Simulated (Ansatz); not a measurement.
# C3H10O4Sn: up Jacob's ladder to CCSD(T)

The task here is to estimate one member of a computed series from the others.

Method: functionals in def2-TZVPP, the program's frozen cores in correlated methods; program: Ansatz 0.2.0, Gaussian basis.

The runs, in order: LDA (SPW92), PBE-D4, revPBE-D4, BLYP-D4, r2SCAN-D4, B97M-V, PBE0-D4, B3LYP-D4, r2SCANh-D4, r2SCAN0-D4, HSE06-D4, BHLYP-D4, CAM-B3LYP-D4, LC-ωPBE, ωB97X-V, ωB97M-V, B2PLYP, PBE-QIDH; CCSD(T)/def2-SVP; CCSD(T)/def2-TZVPP; MP2/def2-QZVPP; extrapolation to the limit; RPA on PBE.

## Structure used throughout

An earlier PBE0-D4 in a triple-zeta def2 set relaxation fixed the geometry. Sn takes the def2 core potential; no spin-orbit term is included.

SMILES `C[O][Sn]([OH])([O]C)[O]C`, 18 atoms, charge 0, spin multiplicity 1.

Atoms are counted from 1 here; the program's logs count them from 0.

Bond lengths: C1–O2 1.414 Å, C1–H9 1.097 Å, C1–H10 1.095 Å, C1–H11 1.093 Å, O2–Sn3 1.942 Å, Sn3–O4 1.937 Å, Sn3–O5 1.949 Å, Sn3–O7 1.943 Å, O4–H12 0.961 Å, O5–C6 1.412 Å, C6–H13 1.093 Å, C6–H14 1.096 Å, C6–H15 1.097 Å, O7–C8 1.411 Å, C8–H16 1.097 Å, C8–H17 1.093 Å, C8–H18 1.097 Å. Angles: O2–C1–H9 111.7°, O2–C1–H10 112.6°, O2–C1–H11 107.6°, H9–C1–H10 108.4°, H9–C1–H11 108.1°, H10–C1–H11 108.4°, C1–O2–Sn3 121.2°, O2–Sn3–O4 108.0°, O2–Sn3–O5 105.6°, O2–Sn3–O7 115.3°, O4–Sn3–O5 114.3°, O4–Sn3–O7 105.5°, O5–Sn3–O7 108.3°, Sn3–O4–H12 111.5°, Sn3–O5–C6 120.5°, O5–C6–H13 107.8°, O5–C6–H14 112.0°, O5–C6–H15 112.5° and more.

Set-up of the first run:

in.yaml

```yaml
crystal:
  periodic: [false, false, false]
  atoms:
    - {symbol: C, position_ang: [-0.112955, -1.897233, -1.895843]}
    - {symbol: O, position_ang: [1.045971, -1.222696, -1.447021]}
    - {symbol: Sn, position_ang: [0.923636, 0.284490, -0.228273]}
    - {symbol: O, position_ang: [2.442918, 1.442138, -0.550995]}
    - {symbol: O, position_ang: [-0.804235, 1.111092, -0.589830]}
    - {symbol: C, position_ang: [-1.218534, 2.251556, 0.131785]}
    - {symbol: O, position_ang: [1.003603, -0.164812, 1.660704]}
    - {symbol: C, position_ang: [-0.019146, -0.948409, 2.236595]}
    - {symbol: H, position_ang: [-0.525150, -2.553922, -1.120323]}
    - {symbol: H, position_ang: [-0.900693, -1.209190, -2.220243]}
    - {symbol: H, position_ang: [0.174942, -2.518344, -2.747949]}
    - {symbol: H, position_ang: [2.876857, 1.229631, -1.382201]}
    - {symbol: H, position_ang: [-2.250600, 2.470815, -0.154268]}
    - {symbol: H, position_ang: [-0.605703, 3.130139, -0.101011]}
    - {symbol: H, position_ang: [-1.193427, 2.093237, 1.217056]}
    - {symbol: H, position_ang: [0.031220, -1.993876, 1.908493]}
    - {symbol: H, position_ang: [0.116841, -0.927989, 3.320948]}
    - {symbol: H, position_ang: [-1.023146, -0.565527, 2.014075]}
basis:
  gaussian: {orbitals: def2-TZVPP}
hamiltonian: {xc: lda}
output: {orbitals: {seedname: orbitals}}
```

The run is started by

```sh
$ ansatz run in.yaml --threads 4 --pin off --events-out ev --progress --plain --max-ram 41984MiB --backend cuda --devices 0, --max-vram 37GiB
```

Steps of the session up to this table: LDA; PBE-D4 (GGA); revPBE-D4 (GGA); BLYP-D4 (GGA); r2SCAN-D4 (meta-GGA); B97M-V (meta-GGA); B3LYP-D4 (hybrid); r2SCANh-D4 (hybrid); r2SCAN0-D4 (hybrid); HSE06-D4 (hybrid); BHLYP-D4 (hybrid); CAM-B3LYP-D4 (range-separated); LC-ωPBE (range-separated); ωB97X-V (range-separated); ωB97M-V (range-separated); B2PLYP (double hybrid); PBE-QIDH (double hybrid).

One table of the session follows, with a row left open; its other results are not shown here.

It belongs to the step «Frontier levels by functional». 

| functional | HOMO (eV) | LUMO (eV) | gap (eV) |
| --- | --- | --- | --- |
| LDA (SPW92) | -6.55 | -2.82 | 3.73 |
| PBE-D4 | -6.40 | -2.47 | 3.93 |
| revPBE-D4 | -6.34 | -2.33 | 4.01 |
| BLYP-D4 | -6.32 | -2.43 | 3.89 |
| r2SCAN-D4 | -6.75 | -2.22 | 4.53 |
| B97M-V | -6.87 | -2.30 | 4.58 |
| PBE0-D4 | -8.01 | -1.47 | 6.54 |
| B3LYP-D4 | -7.77 | -1.81 | 5.96 |
| r2SCANh-D4 | -7.35 | -1.86 | 5.49 |
| r2SCAN0-D4 | -8.25 | -1.32 | 6.94 |
| HSE06-D4 | -7.60 | -1.84 | 5.76 |
| BHLYP-D4 | -9.55 | -0.48 | 9.07 |
| CAM-B3LYP-D4 | -9.47 | -0.47 | 9.00 |
| LC-ωPBE | -10.80 | 0.91 | 11.71 |
| ωB97X-V | -10.48 | 0.70 | 11.17 |
| ωB97M-V | ? | ? | ? |

Estimate the missing values for ωB97M-V.

**Answer.** HOMO (eV): -10.41; LUMO (eV): 0.49; gap (eV): 10.90. In the column «HOMO (eV)» it lies between ωB97X-V (-10.48) and BHLYP-D4 (-9.55).
